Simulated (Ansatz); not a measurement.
Working through a single point from an input written key by key of C2H8B2OSi, SMILES BC(O)=C(B)[SiH3]

Computed with the Python package of Ansatz (0.2.0).

Input file `c2h8b2osi.yaml`:
```yaml
crystal:
  periodic: [false, false, false]
  atoms:
    - { symbol: B, position_ang: [-1.2952, -0.3694, -1.5258] }
    - { symbol: C, position_ang: [-0.2934, -0.8455, -0.4794] }
    - { symbol: O, position_ang: [-0.0613, -2.2137, -0.4743] }
    - { symbol: C, position_ang: [0.4286, -0.0199, 0.387] }
    - { symbol: B, position_ang: [1.3957, -0.6175, 1.4038] }
    - { symbol: Si, position_ang: [0.1044, 1.8302, 0.4765] }
    - { symbol: H, position_ang: [-1.8405, -1.0914, -2.2616] }
    - { symbol: H, position_ang: [-1.5951, 0.833, -1.6396] }
    - { symbol: H, position_ang: [-0.4851, -2.8416, -1.0519] }
    - { symbol: H, position_ang: [1.9553, 0.1061, 2.2016] }
    - { symbol: H, position_ang: [1.6263, -1.7657, 1.4829] }
    - { symbol: H, position_ang: [0.476, 2.4231, -0.8004] }
    - { symbol: H, position_ang: [-1.3541, 2.1275, 0.7665] }
    - { symbol: H, position_ang: [0.9255, 2.4157, 1.5437] }
basis:
  gaussian: { orbitals: def2-SVP }
hamiltonian:
  xc: pbe0
```

Run as a notebook:

In [1]:
```python
import ansatz
```

In [2]:
```python
session = ansatz.Session.from_deck("c2h8b2osi.yaml")
report = session.plan(threads=1).execute().report
```

In [3]:
```python
print(f"E = {report['free_energy_ev']:.6f} eV = {report['free_energy_ev'] / 27.211386246:.7f} Ha")
print("converged:", report["converged"], " doubts:", report["published_state_doubts"] or "none")
symbols = ["B", "C", "O", "C", "B", "Si", "H", "H", "H", "H", "H", "H", "H", "H"]
```
```text
E = -13462.304709 eV = -494.7305730 Ha
converged: True  doubts: none
```

Caveats:
- Total energies depend on the basis set; only differences at equal settings carry meaning.
- The geometry is a force-field or estimated start, not a minimum of this method, and the basis set is short of its limit.
- Run time: 8.3 s on 1 thread of Arm Neoverse N1, with other jobs on the host, peak memory 0.29 GiB.
